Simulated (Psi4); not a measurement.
# One shape, several levels: Si2H5OF (SMILES O[SiH](F)[SiH3])

Aim: a comparison of 4 runs (BLYP/6-31G*, M06-L/6-31G*, PBE0/6-31G*, r2SCAN/6-31G*) of Si2H5OF. 

Program for the calculation: Psi4 1.11.

### Step 1. The system as given

Si2H5OF has 9 atoms, charge 0, and is taken as a singlet. SMILES: `O[SiH](F)[SiH3]`. The Si4–H9 distance was set to 1.709 Å, away from the relaxed value.

Bond lengths: O1–Si2 1.636 Å, Si2–F3 1.603 Å, Si2–Si4 2.339 Å, O1–H5 0.959 Å, Si2–H6 1.488 Å, Si4–H7 1.487 Å, Si4–H8 1.487 Å. Angles: O1–Si2–F3 110.2°, O1–Si2–Si4 106.9°, F3–Si2–Si4 109.3°, O1–Si2–H6 110.6°, F3–Si2–H6 105.0°, Si4–Si2–H6 114.9°, Si2–O1–H5 118.9°, Si2–Si4–H7 109.6°, Si2–Si4–H8 109.5°, H7–Si4–H8 108.8°. A long bond or contact: Si4–H9 1.709 Å.

### Step 2. The energy at BLYP/6-31G(d) (spherical functions) (run 1)

Contents of job.json:

```json
{
 "schema_name": "qcschema_input",
 "schema_version": 1,
 "molecule": {
  "schema_name": "qcschema_molecule",
  "schema_version": 2,
  "symbols": ["O", "Si", "F", "Si", "H", "H", "H", "H", "H"],
  "geometry": [-0.9550827, -1.45312002, 3.13491769, -1.78467247, -0.60236532, 0.28067535, -3.5687629, 1.84369618, 0.39727145, 1.93147395, 0.40240206, -1.89137586, -2.19852249, -2.1991839, 4.22132124, -3.3590033, -2.59564844, -0.92553683, 1.29595906, 1.327423, -4.46801743, 3.53150506, -1.89607182, -2.12230039, 3.56742498, 2.69399356, -0.30953714],
  "molecular_charge": 0,
  "molecular_multiplicity": 1,
  "fix_symmetry": "c1",
  "fix_com": true,
  "fix_orientation": true
 },
 "driver": "energy",
 "model": {
  "method": "blyp",
  "basis": "6-31G*"
 },
 "keywords": {
  "puream": true,
  "e_convergence": 1e-09,
  "d_convergence": 1e-08,
  "scf_type": "pk",
  "dft_radial_points": 99,
  "dft_spherical_points": 590,
  "scf_properties": ["QUADRUPOLE", "MAYER_INDICES", "MULLIKEN_CHARGES"]
 }
}
```

Run with:

```bash
psi4 --qcschema job.json -n 1 --memory 2200MB
```

stdout:

```text
[...]
  Running in c1 symmetry.
[...]
  Nuclear repulsion =  226.960617093929073
[...]
  Multiplicity = 1
[...]
  Nalpha       = 25
  Nbeta        = 25
[...]
    Number of basis functions: 74
[...]
   @RKS iter   1:  -756.77206259785578   -2.79705e-01   1.10462e-02 DIIS/ADIIS
[...]
   @RKS iter  12:  -757.04548858042233   -3.52429e-12   6.47240e-09 DIIS
[...]
    Orbital Energies [Eh]
    ---------------------
    Doubly Occupied:
       1A    -65.523210     2A    -65.471941     3A    -24.282493
       4A    -18.803965     5A     -5.098003     6A     -5.057504
       7A     -3.518721     8A     -3.516821     9A     -3.515087
      10A     -3.476278    11A     -3.475578    12A     -3.475291
      13A     -1.062463    14A     -0.920592    15A     -0.524376
      16A     -0.469181    17A     -0.437781    18A     -0.383358
      19A     -0.365065    20A     -0.340954    21A     -0.312867
      22A     -0.301106    23A     -0.292187    24A     -0.280532
      25A     -0.248640
[...]
  @RKS Final Energy:  -757.04548858042233
   => Energetics <=
    Nuclear Repulsion Energy =            226.9606170939290735
    One-Electron Energy =               -1500.8293258877458811
    Two-Electron Energy =                 579.6036138998875913
    DFT Exchange-Correlation Energy =     -62.7803936864931558
    Empirical Dispersion Energy =           0.0000000000000000
    VV10 Nonlocal Energy =                  0.0000000000000000
    Total Energy =                       -757.0454885804223295
[...]
 Multipole Moments:
 ------------------------------------------------------------------------------------
     Multipole            Electronic (a.u.)      Nuclear  (a.u.)        Total (a.u.)
 ------------------------------------------------------------------------------------
 L = 1.  Multiply by 2.5417464519 to convert [e a0] to [Debye]
 Dipole X            :         34.5846297          -34.8669437           -0.2823140
 Dipole Y            :         -0.1194076           -0.5006678           -0.6200754
 Dipole Z            :         -2.3472436            2.5009069            0.1536633
 Magnitude           :                                                    0.6984319
 L = 2.  Multiply by 1.3450342976 to convert [e a0^2] to [Debye ang]
 Quadrupole XX       :       -291.5902606          261.7351088          -29.8551518
 Quadrupole XY       :          6.1716479           -3.9944123            2.1772356
[...]
  Mulliken Charges: (a.u.)
   Center  Symbol    Alpha    Beta     Spin     Total
       1     O     4.32187  4.32187  0.00000 -0.64374
       2    SI     6.61605  6.61605  0.00000  0.76790
       3     F     4.67075  4.67075  0.00000 -0.34150
       4    SI     6.98200  6.98200  0.00000  0.03599
       5     H     0.29210  0.29210  0.00000  0.41579
       6     H     0.55310  0.55310  0.00000 -0.10620
       7     H     0.51776  0.51776  0.00000 -0.03551
       8     H     0.51838  0.51838  0.00000 -0.03676
       9     H     0.52798  0.52798  0.00000 -0.05597
   Total alpha = 25.00000, Total beta = 25.00000, Total charge = -0.00000
[...]
```

The result, in JSON:

```text
{
 "driver": "energy",
 "model": {
  "method": "blyp",
  "basis": "6-31G*"
 },
 "success": true,
 "return_result": -757.0454885804223,
 "properties": {
  "calcinfo_nbasis": 74,
  "calcinfo_nmo": 74,
  "calcinfo_nalpha": 25,
  "calcinfo_nbeta": 25,
  "calcinfo_natom": 9,
  "nuclear_repulsion_energy": 226.96061709392907,
  "return_energy": -757.0454885804223,
  "scf_one_electron_energy": -1500.8293258877459,
  "scf_two_electron_energy": 579.6036138998876,
  "scf_xc_energy": -62.780393686493156,
  "scf_dipole_moment": [-0.28231401290826597, -0.6200754223912901, 0.15366328593445733],
  "scf_total_energy": -757.0454885804223,
  "scf_iterations": 12
 }
}
```

Run time: 9 s. Hardware: 1 thread of AMD EPYC 9R45 (Zen 5), shared host; peak memory 1.1 GiB.

### Step 3. The energy at M06-L/6-31G(d) (spherical functions) (run 2)

Contents of job.json:

```json
{
  "schema_name": "qcschema_input",
  "schema_version": 1,
  "molecule": {
    "schema_name": "qcschema_molecule",
    "schema_version": 2,
    "symbols": ["O", "Si", "F", "Si", "H", "H", "H", "H", "H"],
    "geometry": [-0.9550827, -1.45312002, 3.13491769, -1.78467247, -0.60236532, 0.28067535, -3.5687629, 1.84369618, 0.39727145, 1.93147395, 0.40240206, -1.89137586, -2.19852249, -2.1991839, 4.22132124, -3.3590033, -2.59564844, -0.92553683, 1.29595906, 1.327423, -4.46801743, 3.53150506, -1.89607182, -2.12230039, 3.56742498, 2.69399356, -0.30953714],
    "molecular_charge": 0,
    "molecular_multiplicity": 1,
    "fix_symmetry": "c1",
    "fix_com": true,
    "fix_orientation": true
  },
  "driver": "energy",
  "model": {
    "method": "m06-l",
    "basis": "6-31G*"
  },
  "keywords": {
    "puream": true,
    "e_convergence": 1e-09,
    "d_convergence": 1e-08,
    "scf_type": "pk",
    "dft_radial_points": 99,
    "dft_spherical_points": 590,
    "scf_properties": ["WIBERG_LOWDIN_INDICES", "MULLIKEN_CHARGES", "DIPOLE"]
  }
}
```

Run with:

```bash
psi4 --qcschema job.json -n 1 --memory 2200MB
```

stdout, shortened:

```text
[...]
  Running in c1 symmetry.
[...]
  Nuclear repulsion =  226.960617093929073
[...]
  Multiplicity = 1
[...]
  Nalpha       = 25
  Nbeta        = 25
[...]
    Number of basis functions: 74
[...]
   @RKS iter   1:  -756.85844383948029   -4.39867e-01   1.00032e-02 DIIS/ADIIS
[...]
   @RKS iter  12:  -757.06881612005122   -7.95808e-13   3.00118e-09 DIIS
[...]
  @RKS Final Energy:  -757.06881612005122
   => Energetics <=
    Nuclear Repulsion Energy =            226.9606170939290735
    One-Electron Energy =               -1501.0542051751492636
    Two-Electron Energy =                 579.8796960180181941
    DFT Exchange-Correlation Energy =     -62.8549240568492991
    Empirical Dispersion Energy =           0.0000000000000000
    VV10 Nonlocal Energy =                  0.0000000000000000
    Total Energy =                       -757.0688161200512241
[...]
 Multipole Moments:
 ------------------------------------------------------------------------------------
     Multipole            Electronic (a.u.)      Nuclear  (a.u.)        Total (a.u.)
 ------------------------------------------------------------------------------------
 L = 1.  Multiply by 2.5417464519 to convert [e a0] to [Debye]
 Dipole X            :         34.5833688          -34.8669437           -0.2835748
 Dipole Y            :         -0.1657803           -0.5006678           -0.6664481
 Dipole Z            :         -2.3801491            2.5009069            0.1207578
 Magnitude           :                                                    0.7342684
[...]
  Mulliken Charges: (a.u.)
   Center  Symbol    Alpha    Beta     Spin     Total
       1     O     4.38436  4.38436  0.00000 -0.76871
       2    SI     6.48962  6.48962  0.00000  1.02077
       3     F     4.71742  4.71742  0.00000 -0.43483
       4    SI     6.92110  6.92110  0.00000  0.15781
       5     H     0.27055  0.27055  0.00000  0.45890
       6     H     0.58517  0.58517  0.00000 -0.17035
       7     H     0.54102  0.54102  0.00000 -0.08203
       8     H     0.54143  0.54143  0.00000 -0.08286
       9     H     0.54935  0.54935  0.00000 -0.09869
   Total alpha = 25.00000, Total beta = 25.00000, Total charge = -0.00000
[...]
```

The result, in JSON:

```text
{
 "driver": "energy",
 "model": {
  "method": "m06-l",
  "basis": "6-31G*"
 },
 "success": true,
 "return_result": -757.0688161200512,
 "properties": {
  "calcinfo_nbasis": 74,
  "calcinfo_nmo": 74,
  "calcinfo_nalpha": 25,
  "calcinfo_nbeta": 25,
  "calcinfo_natom": 9,
  "nuclear_repulsion_energy": 226.96061709392907,
  "return_energy": -757.0688161200512,
  "scf_one_electron_energy": -1501.0542051751493,
  "scf_two_electron_energy": 579.8796960180182,
  "scf_xc_energy": -62.8549240568493,
  "scf_dipole_moment": [-0.28357483597499566, -0.6664480564347804, 0.12075778253514446],
  "scf_total_energy": -757.0688161200512,
  "scf_iterations": 12
 }
}
```

Run time: 20 s. Hardware: 1 thread of AMD EPYC 9R45 (Zen 5), shared host; peak memory 1.3 GiB.

Run 3 isn't shown in full; the table further down has it.

### Step 4. Energy and gradient at r2SCAN/6-31G(d) (spherical functions) (run 4)

Contents of fh5osi2.xyz:

```xyz
9
FH5OSi2
O     -0.505408    -0.768958     1.658927
Si    -0.944408    -0.318758     0.148527
F     -1.888508     0.975642     0.210227
Si     1.022092     0.212942    -1.000873
H     -1.163408    -1.163758     2.233827
H     -1.777508    -1.373558    -0.489773
H      0.685792     0.702442    -2.364373
H      1.868792    -1.003358    -1.123073
H      1.887800     1.425600    -0.163800
```

Contents of run_ase.py:

```python
import numpy as np
from ase.calculators.psi4 import Psi4
from ase.io import read

a = read('fh5osi2.xyz')
calc = Psi4(atoms=a, method='r2scan', basis='6-31G*', memory='2200MB', num_threads=1, charge=0, multiplicity=1, label='fh5osi2', reference='rks')
calc.psi4.set_options({'puream': True, 'e_convergence': 1e-09, 'd_convergence': 1e-08, 'scf_type': 'pk', 'dft_radial_points': 99, 'dft_spherical_points': 590})
a.calc = calc

forces = a.get_forces()
print(f'energy: {a.get_potential_energy():.6f} eV')
print('forces / eV A^-1')
print(np.round(forces, 5))
```

Run with:

```bash
python run_ase.py
```

fh5osi2.dat, shortened:

```text
[...]
  Running in c1 symmetry.
[...]
  Nuclear repulsion =  226.960616980602964
[...]
  Multiplicity = 1
[...]
  Nalpha       = 25
  Nbeta        = 25
[...]
    Number of basis functions: 74
[...]
   @RKS iter   1:  -756.75237588481571   -3.96918e-01   9.68319e-03 ADIIS/DIIS
[...]
   @RKS iter  11:  -756.95690315597528   -4.88853e-12   7.18006e-09 DIIS
[...]
  @RKS Final Energy:  -756.95690315597528
   => Energetics <=
    Nuclear Repulsion Energy =            226.9606169806029641
    One-Electron Energy =               -1500.9159123810218261
    Two-Electron Energy =                 579.7039706368327643
    DFT Exchange-Correlation Energy =     -62.7055783923891923
    Empirical Dispersion Energy =           0.0000000000000000
    VV10 Nonlocal Energy =                  0.0000000000000000
    Total Energy =                       -756.9569031559752830
[...]
 Multipole Moments:
 ------------------------------------------------------------------------------------
     Multipole            Electronic (a.u.)      Nuclear  (a.u.)        Total (a.u.)
 ------------------------------------------------------------------------------------
 L = 1.  Multiply by 2.5417464519 to convert [e a0] to [Debye]
 Dipole X            :         -5.0721911            4.7796756           -0.2925155
 Dipole Y            :          1.6772782           -2.3238545           -0.6465763
 Dipole Z            :          2.3310385           -2.1849400            0.1460986
 Magnitude           :                                                    0.7245488
[...]
  -Total Gradient:
     Atom            X                  Y                   Z
    ------   -----------------  -----------------  -----------------
       1       -0.010420974651    -0.000158850118    -0.004745769272
       2       -0.003925276598     0.001900126252     0.007428303230
       3        0.006381789154    -0.008917664491     0.000031566669
       4       -0.019167726476    -0.030779675722    -0.025362701523
       5        0.006054597337     0.003309340935    -0.004422606214
       6       -0.000116167612     0.001797940387     0.001973315466
       7       -0.001057169432    -0.001243199471     0.000686957713
       8       -0.001835154625    -0.000234568497     0.000072225661
       9        0.024073279967     0.034183074516     0.024069739239
[...]
```

The script printed:

```text
energy: -20597.846496 eV
forces / eV A^-1
[[ 5.35870e-01  8.17000e-03  2.44040e-01]
 [ 2.01850e-01 -9.77100e-02 -3.81980e-01]
 [-3.28160e-01  4.58560e-01 -1.62000e-03]
 [ 9.85640e-01  1.58275e+00  1.30420e+00]
 [-3.11340e-01 -1.70170e-01  2.27420e-01]
 [ 5.97000e-03 -9.24500e-02 -1.01470e-01]
 [ 5.43600e-02  6.39300e-02 -3.53200e-02]
 [ 9.43700e-02  1.20600e-02 -3.71000e-03]
 [-1.23790e+00 -1.75776e+00 -1.23772e+00]]
```

Run time: 25 s. Hardware: 1 thread of AMD EPYC 9R45 (Zen 5), shared host; peak memory 1.4 GiB.

### Step 5. All runs side by side

| run | level | task | energy (Eh) | dipole moment (D) | HOMO energy (eV) | LUMO energy (eV) | wall time |
| --- | --- | --- | --- | --- | --- | --- | --- |
| 1 | BLYP/6-31G* (spherical functions) | energy | -757.045489 | 1.78 | -6.77 | -0.67 | 9 s |
| 2 | M06-L/6-31G* (spherical functions) | energy | -757.068816 | 1.87 | -7.23 | -0.53 | 20 s |
| 3 | PBE0/6-31G* (spherical functions) | gradient | -756.668661 | 1.85 | -8.21 | -0.02 | 12 s |
| 4 | r2SCAN/6-31G* (spherical functions) | gradient | -756.956903 | 1.84 | -7.26 | -0.55 | 25 s |

### Step 6. Results

| quantity | value |
| --- | --- |
| run 4: total energy | -756.95690 Eh |
| run 4: dipole moment | 1.84 D |
| run 4: HOMO energy | -7.26 eV |
| run 4: LUMO energy | -0.55 eV |
| run 4: HOMO–LUMO gap | 6.71 eV |
| run 4: largest force on an atom | 2.481 eV/Å |

**Reading.** The dipole moment (its size) runs from 1.78 D (BLYP/6-31G*) to 1.87 D (M06-L/6-31G*). The HOMO–LUMO gap runs from 6.10 eV (BLYP/6-31G*) to 8.19 eV (PBE0/6-31G*). Totals of different functionals can't be ranked against each other. All runs together took 66 s, the longest 25 s.
